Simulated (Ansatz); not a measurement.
# In2Ni3S2 (R-3m): equation of state with a fit

Where is the equilibrium volume of In2Ni3S2 (R-3m), and how stiff is it? The task is an equation of state with a fit, for In2Ni3S2 (R-3m).

Program: Ansatz 0.2.0 through its Python package. Level of theory: DFT r2SCAN, plane waves, PAW. These are calculated values, not measurements.

### 1 The structure

It takes space group R-3m (No. 166, trigonal). Conventional cell: a = 5.378 Å, b = 5.378 Å, c = 13.482 Å, α = 90.00°, β = 90.00°, γ = 120.00°. In (site symmetry -3m) has 6 Ni at 2.69 Å and 2 S at 3.01 Å as nearest neighbours. In (site symmetry -3m) has 6 Ni at 2.73 Å as nearest neighbours. Ni (site symmetry 2/m) is surrounded by 2 S at 2.15 Å. S (site symmetry 3m) has 3 Ni at 2.15 Å and 1 In at 3.01 Å as nearest neighbours.

No structure file is read: the coordinates are typed or built in the script.

### 2 The code

The input, eos.py:

```python
import ansatz as az
from ase.eos import EquationOfState
from ase.units import GPa
import numpy as np

vectors0 = np.array([
    [2.68884219, 1.55240376, 4.49403451],
    [-2.68884219, 1.55240376, 4.49403451],
    [0.0, -3.10480753, 4.49403451],
])
sites = [
    ("In", (0.5, 0.5, 0.5), 0.0),
    ("In", (0.0, 0.0, 0.0), 0.0),
    ("Ni", (0.5, 0.0, 0.0), 1.5),
    ("Ni", (0.0, 0.5, 0.0), 1.5),
    ("Ni", (0.0, 0.0, 0.5), 1.5),
    ("S", (0.72308081, 0.72308081, 0.72308081), 0.0),
    ("S", (0.27691919, 0.27691919, 0.27691919), 0.0),
]


def crystal_on(cell):
    crystal = az.Crystal(lattice=az.Lattice.of(cell))
    for symbol, position, moment in sites:
        crystal = crystal.atom(symbol, position, moment=moment or None)
    return crystal

volumes, energies, pressures = [], [], []
for scale in np.linspace(0.95, 1.07, 5):
    cell = vectors0 * scale ** (1 / 3)
    setup = (
        crystal_on(cell).calculation()
        .functional(az.Functional.R2SCAN)
        .occupations("gaussian", width=0.15)
        .spin("collinear")
        .scf(max_iterations=60, lower_state_search="standard")
        .basis(600)
        .kpoints(6, 6, 6)
        .stress()
    )
    r = setup.run().report
    volumes.append(abs(np.linalg.det(cell)) / len(sites))
    energies.append(r["free_energy_ev"] / len(sites))
    pressures.append(np.trace(r["stress_gpa"]) / 3)
    print(f"V = {volumes[-1]:8.4f} A^3/atom  F = {energies[-1]:.5f} eV/atom  P = {pressures[-1]:8.3f} GPa")

eos = EquationOfState(volumes, energies, eos="vinet")
v0, e0, bulk = eos.fit()
print(f"V0 = {v0:.4f} A^3/atom, E0 = {e0:.5f} eV/atom, B = {bulk / GPa:.1f} GPa")
```

### 3 The calls as engine input

The package turns the script's settings into the engine's input (first run):

```yaml
crystal:
  lattice:
    - [2.643259787692386, 1.526086747794768, 4.41784971574879]
    - [-2.643259787692386, 1.526086747794768, 4.41784971574879]
    - [0.0, -3.052173505420012, 4.41784971574879]
  atoms:
    - { symbol: In, position: [0.5, 0.5, 0.5] }
    - { symbol: In, position: [0.0, 0.0, 0.0] }
    - { symbol: Ni, position: [0.5, 0.0, 0.0], spin: 1.5 }
    - { symbol: Ni, position: [0.0, 0.5, 0.0], spin: 1.5 }
    - { symbol: Ni, position: [0.0, 0.0, 0.5], spin: 1.5 }
    - { symbol: S, position: [0.72308081, 0.72308081, 0.72308081] }
    - { symbol: S, position: [0.27691919, 0.27691919, 0.27691919] }
basis:
  ecutwfc: 600.0
kpoints:
  mp_grid:
    grid: [6, 6, 6]
hamiltonian:
  xc: r2scan
magnetization:
  spin_polarized: true
scf:
  max_iter: 60
  lower_state_search: standard
  occupations:
    method: gaussian
    width: 0.15
output:
  stress: true
```

### 4 The run

Launch:

```sh
python eos.py
```

Log:

```text
RunWarning: the starting moments were not kept: the SCF closed with an absolute magnetisation of 6.6e-5 μB, where they sum to 4.5 μB in size (3 sites). That is at most 0.1 of that sum. Measured as dr2_m measures the in/out step, that magnetisation stands 2.4e-9 eV from none, at or under the dr2_threshold of 1.0e-7 eV: it is no larger than a step whose dr2_m would equal this threshold. The system may hold no moment; this SCF shows only that its start led to no more than that. To try another start: raise the starting moments (crystal.atoms[].spin, magnetization.per_species, magnetization.initial_magnetization, or on a non-collinear deck that types none of these the spinor_matrix: blocks that [...]
V =  15.2751 A^3/atom  F = -4367.78107 eV/atom  P =    6.655 GPa
V =  15.7574 A^3/atom  F = -4367.79456 eV/atom  P =    2.434 GPa
V =  16.2398 A^3/atom  F = -4367.79641 eV/atom  P =   -1.096 GPa
V =  16.7222 A^3/atom  F = -4367.78854 eV/atom  P =   -4.039 GPa
V =  17.2046 A^3/atom  F = -4367.77263 eV/atom  P =   -6.457 GPa
V0 = 16.0800 A^3/atom, E0 = -4367.79696 eV/atom, B = 113.9 GPa
```

(Warnings from the package without file and line, shortened, repeats left out.)

Run time: 23 min. Hardware: 1 thread of Arm Neoverse V2, shared host; peak memory 1.5 GiB.

### 5 Inputs of later runs

The engine's inputs for some of the other runs:

Run 3, against run 1:

```diff
@@ -3,3 +3,3 @@
-    - [2.643259787692386, 1.526086747794768, 4.41784971574879]
-    - [-2.643259787692386, 1.526086747794768, 4.41784971574879]
-    - [0.0, -3.052173505420012, 4.41784971574879]
+    - [2.697775286155112, 1.5575612854625254, 4.5089649668901535]
+    - [-2.697775286155112, 1.5575612854625254, 4.5089649668901535]
+    - [0.0, -3.1151225809582734, 4.5089649668901535]
```

Run 4, against run 1:

```diff
@@ -3,3 +3,3 @@
-    - [2.643259787692386, 1.526086747794768, 4.41784971574879]
-    - [-2.643259787692386, 1.526086747794768, 4.41784971574879]
-    - [0.0, -3.052173505420012, 4.41784971574879]
+    - [2.72422575018694, 1.5728324679698016, 4.553173324898902]
+    - [-2.72422575018694, 1.5728324679698016, 4.553173324898902]
+    - [0.0, -3.145664946071197, 4.553173324898902]
```

Run 5, against run 1:

```diff
@@ -3,3 +3,3 @@
-    - [2.643259787692386, 1.526086747794768, 4.41784971574879]
-    - [-2.643259787692386, 1.526086747794768, 4.41784971574879]
-    - [0.0, -3.052173505420012, 4.41784971574879]
+    - [2.7501723189311402, 1.587812726397536, 4.5965394903756955]
+    - [-2.7501723189311402, 1.587812726397536, 4.5965394903756955]
+    - [0.0, -3.175625463023163, 4.5965394903756955]
```

### 6 What each run gave

One row for each of the 5 runs:

```
run  volume (Å³/atom)  energy from run 3 (meV/atom)  pressure (GPa)  moment (μB/cell)  SCF cycles  CPU time (s)
  1            15.275                         15.35            6.66              0.00          36           270
  2            15.757                          1.86            2.43              0.00          39           290
  3            16.240                          0.00           -1.10              0.00          48           360
  4            16.722                          7.87           -4.04              0.12          39           280
  5            17.205                         23.78           -6.46              0.33          28           200
```

Energies are free energies F = E - TS of the smeared occupations. 

### 7 Summary of results

```
                      quantity           value
                 runs compared               5
               range of energy  23.78 meV/atom
lowest point, volume (Å³/atom)          16.240
      equilibrium volume (fit)   16.08 Å³/atom
            bulk modulus (fit)         114 GPa
```

**Reading.** A third-order Birch-Murnaghan fit through the 5 points (the script's own form differs a little) has its minimum at 16.08 Å³ an atom, 0.0 % above the typed cell, with a bulk modulus of 114 GPa and dB/dP = 5.1. From that minimum the energy rises by 15.9 meV an atom on the compressed side and 24.3 meV on the expanded side. The SCF didn't keep the moments it started from (some shrank, vanished or turned); what is printed is the state reached. Shape and fractional positions are held along the curve, so the bulk modulus is an upper value where they are free to relax. For a metal this k-point mesh is coarse: on a finer one energies can move by several to tens of meV an atom and pressures by half a GPa or more, differences at one mesh by less. Pressure is positive in compression. r2SCAN tends to overestimate the moments of itinerant magnets. This cell is a computed structure, which may not be the phase found in nature. The starting moments were not kept in at least one run, so it stands on a weaker or other magnetic state than the one typed.
